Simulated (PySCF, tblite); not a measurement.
# C₇H₁₅NSi: geometry, infrared bands and NMR shifts

Aim: predict the infrared bands and NMR shifts of C₇H₁₅NSi (`CC#C[C@@](C)(NC)[SiH2]C`).

Programs: tblite 0.8.0 and PySCF 2.14.0, with density-fitted response routines of our own. Each step states its level of theory. These are calculated values for one molecule in the gas phase, unless marked as measured. Atoms count from 0, in the outputs and in this text.

### Step 1. The starting structure

24 atoms, charge 0, multiplicity 1; geometry from: force field or distance geometry start.

Bonds of the start (Å): C0–C1 1.48, C1–C2 1.19, C2–C3 1.49, C3–C4 1.56, C3–N5 1.47, N5–C6 1.46, C3–Si7 2.00, Si7–C8 1.86, C0–H9 1.09, C0–H10 1.09, C0–H11 1.09, C4–H12 1.10, C4–H13 1.10, C4–H14 1.10, N5–H15 1.01, C6–H16 1.09, C6–H17 1.09, C6–H18 1.09, Si7–H19 1.49, Si7–H20 1.49, C8–H21 1.09, C8–H22 1.11, C8–H23 1.10.

### Step 2. Relaxing the molecule with GFN2-xTB

Job settings and geometry (Å):

```
{"job": {"kind": "relax", "xc": "GFN2-xTB", "basis": "xTB"}, "charge": 0, "multiplicity": 1}
C      3.915800    -0.194800    -0.098800
C      2.446000    -0.105600     0.004000
C      1.263300    -0.046900     0.108700
C     -0.224200     0.063800     0.208500
C     -0.617600     0.543200     1.635100
N     -0.774600     0.897500    -0.874500
C     -0.495900     2.326700    -0.740400
Si    -0.985200    -1.765900    -0.086200
C     -2.837600    -1.720100     0.051300
H      4.337700     0.799300    -0.245600
H      4.194500    -0.825100    -0.944700
H      4.339800    -0.621600     0.812000
H     -0.314800    -0.170200     2.410400
H     -0.129300     1.496300     1.874900
H     -1.703400     0.692200     1.723200
H     -0.371900     0.577700    -1.743300
H     -0.866000     2.845600    -1.623800
H     -1.023100     2.751200     0.119600
H      0.572700     2.541100    -0.648100
H     -0.432300    -2.711000     0.927700
H     -0.602100    -2.233300    -1.446200
H     -3.275400    -2.703300    -0.128500
H     -3.147300    -1.385100     1.060600
H     -3.280800    -1.032100    -0.680000
```

Command:

```console
OMP_NUM_THREADS=1 python probes_run.py task.json out
```

One launch serves the whole session: the jobs run in the order shown.

**Question.** This job is followed by: GFN2-xTB harmonic vibrations, gas phase; GIAO PBE0/pcSseg-1 NMR shielding, non-relativistic, gas phase. Predict these results of the whole session: strongest single infrared mode (GFN2-xTB); zero-point energy (GFN2-xTB); ¹³C shifts against TMS (PBE0/pcSseg-1); ¹H shifts against TMS (PBE0/pcSseg-1, means over atoms taken as alike); ¹⁵N shifts against NH3 (PBE0/pcSseg-1); ²⁹Si shifts against TMS (PBE0/pcSseg-1).

**Answer**, as computed:

| quantity | value |
| --- | --- |
| strongest single infrared mode (GFN2-xTB) | 2207 cm⁻¹, 490 km/mol |
| zero-point energy (GFN2-xTB) | 124.1 kcal/mol |
| ¹³C shifts against TMS (PBE0/pcSseg-1) | 89.6, 86.8, 40.4, 31.2, 22.5, 5.0, -9.5 ppm |
| ¹H shifts against TMS (PBE0/pcSseg-1, means over atoms taken as alike) | 4.16, 3.96, 2.58, 2.06, 1.32, 0.23, 0.20 ppm |
| ¹⁵N shifts against NH3 (PBE0/pcSseg-1) | 63.6 ppm |
| ²⁹Si shifts against TMS (PBE0/pcSseg-1) | -26.9 ppm |

**Reading.** Over 67 steps the energy fell by 0.182 eV; of the close pairs, C3–Si7 changed most, 2.003 to 1.931 Å. No mode is imaginary among the 66: a minimum at this level. The strongest single mode, at 2207 cm⁻¹, moves mainly H20. GFN2-xTB is a fitted tight-binding method: band positions and strengths are rough. Its intensities can rank the bands wrongly. At PBE0/pcSseg-1: The widest tensor belongs to C2: span 283 ppm, with a paramagnetic part of -171 ppm.
